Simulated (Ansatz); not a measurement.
A nudged elastic band was laid between two geometries of a periodic cell of 21 atoms, H₄WC₁₆ (surface C(111), underside capped with H, adsorbate W).

Method: DFT PBE, scalar-relativistic, plane waves, PAW in Ansatz. Settings: PAW set soft_1, cutoff 420 eV, k mesh 3x3x1, gaussian smearing 0.02 eV, no spin polarisation.

| Item | Value |
| --- | --- |
| movable images | 4 |
| climbing image | from the first iteration |
| spring | 5.0 eV/Å² |
| optimiser | quadratic models (default) |
| start path | default |
| force threshold | 0.05 eV/Å |
| iteration limit | 50 |
| end points | relaxed |
| atoms held | 1 to 12 |

First end point:

```xyz
21
Lattice="5.0487 0.0000 0.0000 2.5244 4.3723 0.0000 0.0000 0.0000 14.6764" Properties=species:S:1:pos:R:3
H 1.262 0.729 1.000
H 3.787 0.729 1.000
H 2.524 2.915 1.000
H 5.049 2.915 1.000
C 1.262 0.729 2.100
C 3.787 0.729 2.100
C 2.524 2.915 2.100
C 5.049 2.915 2.100
C 0.000 1.457 2.615
C 2.524 1.457 2.615
C 1.262 3.644 2.615
C 3.787 3.644 2.615
C -0.017 1.464 4.231
C 2.542 1.464 4.231
C 1.262 3.644 4.097
C 3.787 3.643 4.228
C -0.014 0.000 4.679
C 2.539 0.000 4.679
C 1.262 2.174 4.672
C 3.787 2.203 4.670
W 6.311 3.570 6.195
```

Last end point:

Only the atoms that move by more than 0.05 Å are listed.
```
C13 0.024 1.471 4.165
C14 2.500 1.471 4.164
C15 1.262 3.615 4.164
C16 3.787 3.644 4.301
C19 1.262 2.186 4.595
W21 6.310 5.100 6.146
```

(1) What changes between the two ends?

(2) What energy profile does the band end with?

(3) What is the geometry of the highest image?

## Answers

(1) Contacts lost: C19–W21. Contacts made: C20–W21. The atom that moves furthest is W21, by 1.53 Å.

(2) It converged. The highest image is number 3 of 0 to 5, 0.245 eV above the first end and 0.251 eV above the last; the last end lies 0.006 eV below the first. The order of the stationary point at the top wasn't checked. Limits of this set-up: thin slab, slab without dipole correction.

```tsv
image	path coordinate (Å)	energy (eV)	C19–W21 (Å)	C20–W21 (Å)
0	0.00	0.000	2.07	3.25
1	0.28	0.032	2.21	3.09
2	0.55	0.161	2.42	2.82
3	0.83	0.245	2.66	2.56
4	1.22	0.098	3.00	2.24
5	1.60	-0.006	3.30	2.06
```

(3) 
```xyz
21
Lattice="5.0487 0.0000 0.0000 2.5244 4.3723 0.0000 0.0000 0.0000 14.6764" Properties=species:S:1:pos:R:3
H 1.262 0.729 1.000
H 3.787 0.729 1.000
H 2.524 2.915 1.000
H 5.049 2.915 1.000
C 1.262 0.729 2.100
C 3.787 0.729 2.100
C 2.524 2.915 2.100
C 5.049 2.915 2.100
C 0.000 1.457 2.615
C 2.524 1.457 2.615
C 1.262 3.644 2.615
C 3.787 3.644 2.615
C 0.015 1.447 4.188
C 2.510 1.447 4.188
C 1.262 3.602 4.130
C 3.787 3.575 4.283
C 0.031 -0.008 4.655
C 2.493 -0.008 4.655
C 1.262 2.210 4.645
C 3.787 2.077 4.713
W 6.311 4.366 6.198
```

Run time: 4.6 min on 1 thread of Arm Neoverse V1, with other jobs on the host, peak memory 0.65 GiB.
